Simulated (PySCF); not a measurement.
# AsH6PSi: the cost of one run

The runs use PySCF 2.14.0, with density-fitted response routines of our own; the level of theory stands in each step. All values are computed, except where a source is named. Atoms count from 0, in the outputs and in this text.

## Step 1: Starting geometry

9 atoms, charge 0, multiplicity 1; geometry from: PBE0-D3(BJ)/def2-SVP.

Bonds of the start (Å): P0–Si1 2.27, Si1–As2 2.37, P0–H3 1.43, P0–H4 1.43, Si1–H5 1.50, Si1–H6 1.49, As2–H7 1.53, As2–H8 1.53.

## Step 2: Shielding tensors: PBE0/pcSseg-2

What the job is given:

```
{"job": {"kind": "nmr", "xc": "PBE0", "basis": "pcSseg-2", "pop": false}, "charge": 0, "multiplicity": 1}
P     -1.761054     0.549142    -0.609054
Si     0.056758    -0.485835     0.263823
As     1.956051     0.566180    -0.692389
H     -2.674459    -0.042237     0.317123
H     -1.580725     1.724337     0.184797
H      0.082615    -0.486574     1.759655
H      0.036445    -1.903054    -0.211388
H      2.896593    -0.086205     0.317262
H      1.775746     1.799609     0.189362
```

With the program's defaults for keys left out, this is: GIAO PBE0/pcSseg-2 NMR shielding, non-relativistic, gas phase.

The run is started by

```console
$ OMP_NUM_THREADS=1 python probes_run.py task.json out
```

This one command runs all jobs of the session in turn.

**Question.** How long does this first job take on 1 thread of Arm Neoverse N1, shared host, and how much memory does it need?

About 39 s, with a peak of 1 GiB.
